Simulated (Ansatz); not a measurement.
**C2H6OZn: one species, many methods**

One table from this session's results is given with a row withheld; the runs are named, their logs left out.

The runs use Ansatz 0.2.0, Gaussian basis; functionals in def2-TZVPP, the program's frozen cores in correlated methods.

Plan: PBE-D4, r2SCAN-D4, PBE0-D4, B3LYP-D4, ωB97X-V, ωB97M-V, B2PLYP; CCSD(T)/def2-TZVPP; MP2/def2-QZVPP; extrapolation to the limit.

## The geometry

The geometry comes from an earlier relaxation with PBE0-D4 in a triple-zeta def2 set; it is a stationary point, not always the lowest conformer.

SMILES `[CH3][Zn][CH2]O`, 10 atoms, charge 0, spin multiplicity 1.

Atoms are counted from 1 here; the program's logs count them from 0.

Bond lengths: C1–Zn2 1.944 Å, C1–H5 1.093 Å, C1–H6 1.093 Å, C1–H7 1.093 Å, Zn2–C3 1.975 Å, C3–O4 1.435 Å, C3–H8 1.094 Å, C3–H9 1.098 Å, O4–H10 0.959 Å. Angles: Zn2–C1–H5 111.2°, Zn2–C1–H6 111.1°, Zn2–C1–H7 110.9°, H5–C1–H6 107.9°, H5–C1–H7 107.8°, H6–C1–H7 107.9°, C1–Zn2–C3 178.1°, Zn2–C3–O4 113.3°, Zn2–C3–H8 108.2°, Zn2–C3–H9 113.2°, O4–C3–H8 105.3°, O4–C3–H9 110.8°, H8–C3–H9 105.4°, C3–O4–H10 108.3°.

The first run:

in.yaml

```yaml
crystal:
  periodic: [false, false, false]
  atoms:
    - {symbol: C, position_ang: [-1.118190, 1.786700, -0.649424]}
    - {symbol: Zn, position_ang: [-0.301730, 0.160481, 0.035313]}
    - {symbol: C, position_ang: [0.563626, -1.495806, 0.674922]}
    - {symbol: O, position_ang: [1.737462, -1.848156, -0.070758]}
    - {symbol: H, position_ang: [-0.489366, 2.252692, -1.412759]}
    - {symbol: H, position_ang: [-1.272005, 2.516280, 0.150173]}
    - {symbol: H, position_ang: [-2.090869, 1.574760, -1.101467]}
    - {symbol: H, position_ang: [-0.133578, -2.325520, 0.524631]}
    - {symbol: H, position_ang: [0.776059, -1.483881, 1.752604]}
    - {symbol: H, position_ang: [2.411691, -1.188549, 0.099766]}
basis:
  gaussian: {orbitals: def2-TZVPP}
hamiltonian: {xc: pbe, dispersion: d4}
output: {forces: true, orbitals: {seedname: orbitals}}
```

Launch:

```sh
> ansatz run in.yaml --threads 4 --pin off --events-out ev --progress --plain --max-ram 10444MiB
```

Steps of the session up to this table: PBE-D4 (GGA); r2SCAN-D4 (meta-GGA); PBE0-D4 (hybrid); B3LYP-D4 (hybrid); ωB97X-V (range-separated); ωB97M-V (range-separated); B2PLYP (double hybrid); CCSD(T) in def2-TZVPP; MP2 in def2-QZVPP.

One of the session's tables, all rows but one given; the rest of the session is left out.

It belongs to the step «Atomisation energies». 

```
            method  atomisation energy (kJ/mol)
            PBE-D4                            ?
         r2SCAN-D4                       3351.3
           PBE0-D4                       3335.7
          B3LYP-D4                       3314.8
           ωB97X-V                       3341.4
           ωB97M-V                       3339.2
            B2PLYP                       3291.9
     HF/def2-TZVPP                       2374.6
    MP2/def2-TZVPP                       3307.8
   CCSD/def2-TZVPP                       3202.3
CCSD(T)/def2-TZVPP                       3250.7
           MP2/CBS                       3389.7
       CCSD(T)/CBS                       3332.7
```

Q: Estimate the row for PBE-D4 from the others.

**Answer.** atomisation energy (kJ/mol): 3396.9. In the column «atomisation energy (kJ/mol)» it is the highest.
